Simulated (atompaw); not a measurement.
**A PAW (atompaw) potential for Au, from input to tests**

Aim: build the potential from the settings below, then test how well it stands in for the atom: scattering, ghost states and the plane-wave cutoff that it needs.

Method: atompaw 4.2.0.5, PBE, scalar-relativistic.

7 further runs of the same task are left out: 2 that didn't finish, 5 set aside as unsound or not needed.

### 1 The atom and the settings

Typed settings, in words:

```json
{"element": "gold (Au, Z = 79)", "type": "PAW", "frozen core": "[Kr] 4d10 4f14", "valence charge": "19", "reference configuration": "5s2 5p6 5d9.5 6s0 6p0 (charge +1.5)", "partial waves": "5s (bound): rc 1.30 bohr; 6s (bound, empty): rc 1.35 bohr; 5p (bound): rc 1.75 bohr; 6p (bound, empty): rc 2.10 bohr; 5d (bound): rc 2.10 bohr; 5d channel at 0.65 Ry: rc 2.10 bohr", "local potential": "bessel scheme, radius 2.00 bohr", "core correction": "smooth core density matched at 1.50 bohr", "augmentation charge": "sinc compensation charge, radius 1.90 bohr; PAW radius 2.10 bohr; waves and projectors: custom rrkj gramschmidtortho"}
```

An earlier all-electron run gives the scale for the radii.

All-electron outer shells of the reference configuration (PBE, scalar-relativistic, ld1.x):

```tsv
shell	level (eV)	outermost node (bohr)	outermost maximum (bohr)
4d	-340.76	0.20	0.41
5s	-123.23	0.48	0.84
4f	-95.98	–	0.37
5p	-74.62	0.52	0.96
5d	-21.15	0.56	1.21
6s	-17.85	1.11	2.18
6p	-10.50	1.30	2.84
```

### 2 Generating the potential

File Au.input:

```
Au 79
GGA-PBE scalarrelativistic loggrid 2001 logderivrange -11 5 401
6 6 5 4 0 0
6 0 0
6 1 0
5 2 9.5
0 0 0
c
c
c
c
v
v
c
c
c
v
v
c
c
v
c
2
2.10 1.90 2.00 1.50
n
n
y
0.65
n
custom rrkj gramschmidtortho sinc
bessel
1.30
1.35
1.75
2.10
2.10
2.10
PWSCFOUT
UPFDX 0.0125d0 UPFXMIN -7.d0 UPFZMESH 79.d0
END
```

Run with:

```sh
atompaw < Au.input > Au.log
```

Q: Predict the outcome of this session. Wanted: cutoffs for 10 and 1 mRy, occupied levels; bound ghosts; largest phase difference near zero energy, channels read; lowest eigenvalue of the overlap; share of valence orbitals outside the PAW sphere; UPF file.

The runs gave:

```
                                                quantity                                      value
               cutoffs for 10 and 1 mRy, occupied levels                            40 Ry and 70 Ry
                                            bound ghosts                                 none found
largest phase difference near zero energy, channels read                                  0.004 rad
         lowest eigenvalue of the overlap (Bessel basis)                                  0.169 (d)
        share of valence orbitals outside the PAW sphere  5s 0 %, 6s 67 %, 5p 1 %, 6p 88 %, 5d 16 %
                                                UPF file                                    written
```

**Reading.** By its cutoff, 40 Ry for the looser tolerance, it is of middling hardness. No bound ghost shows below the valence levels. Near zero energy the phases of the channels with partial waves agree within 0.004 rad. Note that the frozen 4f shell (-96 eV) lies higher than the valence 5s shell (-123 eV). These are tests on the free atom; a crystal test is still owed.
